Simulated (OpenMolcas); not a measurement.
# Ir²⁺ among point charges: CASSCF and CASPT2 levels and susceptibility

How does a field of 6 point charges split the states of Ir²⁺, and what χT follows?

Method: state-averaged CASSCF and CASPT2, spin-orbit coupling by RASSI with atomic mean-field integrals. Code: OpenMolcas 26.06.

### Step 1. The atom as given

```
Species                           : Ir²⁺ (iridium, Z = 77, 75 electrons)
Basis                             : ANO-RCC-VDZP [7s6p4d2f], 59 functions
Scalar Hamiltonian                : DKH2, point nucleus
Inactive shells                   : 1s 2s 2p 3s 3p 3d 4s 4p 4d 4f 5s 5p
Active space                      : 7 electrons in 5 orbitals (5d)
Some configurations of this space : 5d7
Orbitals                          : optimised for each spin and parity, averaged over all roots
```

Outer shells as boxes (Hund's rule):

5d7
```
5d [↑↓][↑↓][↑ ][↑ ][↑ ]
```

The ion sits among 6 point charges of -1.7 e arranged as an octahedron (Oh), 2.04 Å from the ion.

Each step is its own input file, run in one work folder so that later steps find the files of earlier ones. Labels, J, g values, rates, χT and fits are worked out afterwards by a script from the matrices that RASSI stores. The input lists half of the charges; inversion (Group=XYZ) makes the rest.

### Step 2. GATEWAY and SEWARD: basis and integrals

a.inp reads:

```
&GATEWAY
Coord
1

Ir 0.0 0.0 0.0
Basis=ANO-RCC-VDZP
Group=XYZ
NoMove
AngMom=0.0 0.0 0.0
AMFI
XField
3 Angstrom 0
2.040000 0.000000 0.000000 -1.700000
0.000000 2.040000 0.000000 -1.700000
0.000000 0.000000 2.040000 -1.700000
&SEWARD
```

### Step 3. Reference wave functions, quartets of even parity, 10 roots

a.inp reads:

```
&RASSCF
FileOrb=start.orb
Symmetry=1
Spin=4
nActEl=7 0 0
Inactive=15 19
Ras2=5 0
CIRoot=10 10 1
SDav=10
CIMx=300
Iter=120 100
PrWF=0.3
OrbListing=Nothing
MaxOrb=0
>>> COPY $Project.JobIph JOB001
```

start.orb holds the contracted functions of the basis, ordered by shell, or the orbitals of the step before.

### Step 4. Reference wave functions, doublets of even parity, 40 roots

a.inp reads:

```
&RASSCF
FileOrb=start.orb
Symmetry=1
Spin=2
nActEl=7 0 0
Inactive=15 19
Ras2=5 0
CIRoot=40 40 1
SDav=40
CIMx=300
Iter=120 100
PrWF=0.3
OrbListing=Nothing
MaxOrb=0
>>> COPY $Project.JobIph JOB002
```

### Step 5. RASSI: spin-orbit coupling between the states

a.inp reads:

```
&RASSI
NrOfJobIphs=2 10 40
1 2 3 4 5 6 7 8 9 10
1 2 3 4 5 6 7 8 9 10 11 12 13 14 15 16 17 18 19 20 21 22 23 24 25 26 27
28 29 30 31 32 33 34 35 36 37 38 39 40
IphNames
JOB001
JOB002
EJob
SpinOrbit
DIPRint=1.0
SOCoupling=1000.0
Subsets=2
Property=9
'ANGMOM' 1 'ANGMOM' 2 'ANGMOM' 3 'MLTPL  1' 1 'MLTPL  1' 2 'MLTPL  1' 3
'AMFI' 1 'AMFI' 2 'AMFI' 3
SOProperty=3
'ANGMOM' 1 'ANGMOM' 2 'ANGMOM' 3
```

### Step 6. CASPT2: IPEA 0.25, imaginary shift 0.1 (closed shells correlated: 5s 5p)

a.inp reads:

```
>>> COPY JOB001 $Project.JobIph
&CASPT2
Multistate=10 1 2 3 4 5 6 7 8 9 10
NoMult
Frozen=14 16
IPEA=0.25
Imaginary=0.1
MaxIter=60
WThr=0.0 0.3 0.05
PrWF=0.5
NoMix
>>> COPY JOB002 $Project.JobIph
&CASPT2
Multistate=40 1 2 3 4 5 6 7 8 9 10 11 12 13 14 15 16 17 18 19 20 21 22
23 24 25 26 27 28 29 30 31 32 33 34 35 36 37 38 39 40
NoMult
Frozen=14 16
IPEA=0.25
Imaginary=0.1
MaxIter=60
WThr=0.0 0.3 0.05
PrWF=0.5
NoMix
```

(Steps that only read results are left out.)

Q: Predict the outcome of this session. Wanted: spin-free ground state; first state of the same spin within the active space; lowest level; next level.

The runs gave:

| quantity | value |
| --- | --- |
| method | SS-CASPT2, IPEA 0.25, imaginary shift 0.1 (closed shells correlated: 5s 5p) |
| spin-free ground state | 4T1, 3-fold in its orbital part |
| first state of the same spin within the active space | 4T2 at 12400 cm⁻¹ |
| lowest level | 2-fold Γ6, g = 4.75, 4.75, 4.75 |
| next level | 407.7 cm⁻¹ |
| χT at 300 K | 3.20 cm³ K/mol |
| effective moment at 300 K | 5.06 μB |

Cost by method:

```csv
method,time of its own steps,time with the reference
A. CASSCF,11 s,11 s
"B. SS-CASPT2, IPEA 0.25, imaginary shift 0.1, +5s 5p",3.6 s,15 s
```

Times are of one thread on a shared host.

**Reading.** The spin-free ground state (4T1) comes to 94 % from free-ion F terms and keeps the highest spin of the shell. χT at 300 K is 3.20, against 1.88 cm³ K/mol for the spin alone, so orbital moment adds to it. An active space of the d shell alone favours high spin; real ions in strong fields can be low spin. A ligand-field fit to the states below 45000 cm-1 gives 10Dq = 12871 cm-1, B = 667 cm-1 and C = 3137 cm-1 (C/B = 4.70), with a deviation of 506 cm-1. CASPT2 does not keep the components of a term degenerate, and the means are used. The field of point charges can differ much from that of real complexes. With metal d orbitals alone active, the gaps between spin states are rough; where two lie within a few thousand cm-1, their order is open. Point charges carry no covalency, so the field is a model and not that of real ligands.
